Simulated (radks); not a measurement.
# As inside a hard spherical wall

One table from this session's results is given with a row withheld; the runs are named, their logs left out.

Program: radks (a radial shooting solver on a logarithmic mesh, Libxc functionals) version 1. Level of theory: scalar-relativistic Kohn-Sham, LDA (Slater exchange, VWN5 correlation), spin-polarised, spherical densities, finite nucleus; open shells are filled with parallel spins first. These are calculated values, not measurements, unless marked.

## Starting point

```
element            : arsenic (Z = 33)
charge             : 0
electrons          : 33
configuration      : [Ar] 3d10 4s2 4p3
nuclear rms radius : 4.0968 fm
```

The outer shells:

As
```
[Ar] core
3d [↑↓][↑↓][↑↓][↑↓][↑↓]
4s [↑↓]
4p [↑ ][↑ ][↑ ]
```

Set-up of the first run:

Input:

```text
Z 33
configuration [Ar] 3d10 4s2 4p3 5s0 4d0 5p0
relativity scalar-relativistic
functional lda,vwn5
spin polarised
nucleus finite rms 4.0968 fm
c 137.035999084
```

Among the steps run: The free atom; Wall at 8 bohr; Wall at 6 bohr; Wall at 5 bohr; Wall at 4 bohr; Wall at 2.5 bohr; Wall at 2 bohr.

One table of the session follows, with a row left open; its other results are not shown here.

```
R (bohr)  E − E(free) (eV)  ε(4p) (eV)  ε(5s, empty) (eV)  ε(5p, empty) (eV)  ε(4d, empty) (eV)
    free             0.000      -5.962             -0.514                  -                  -
       8             0.039      -5.878              0.977              3.764              2.841
       6             0.551      -5.269              4.779              9.511              5.222
       5             2.128      -4.019             10.552             17.097              8.263
       4             8.761      -0.365             25.003             34.393             15.199
     2.5                 ?           ?                  ?                  ?                  ?
       2            253.70      68.214             234.22             254.46             105.37
```

**Question.** Estimate the row for R (bohr) = 2.5.

Worked estimate for «E − E(free) (eV)». A straight line through the neighbours (4, 8.761) and (2, 253.70) gives 8.761 + (253.70 − 8.761) × (2.5 − 4) / (2 − 4) = 192.465; a parabola fitted to 3 rows on both sides gives 163.506.

As computed: E − E(free) (eV): 95.811; ε(4p) (eV): 28.283; ε(5s, empty) (eV): 119.73; ε(5p, empty) (eV): 136.93; ε(4d, empty) (eV): 56.912. In «E − E(free) (eV)» the line misses by +96.654 and the parabola by +67.695.

Shells are not refilled when levels cross, and a hard wall is a model, not a crystal.
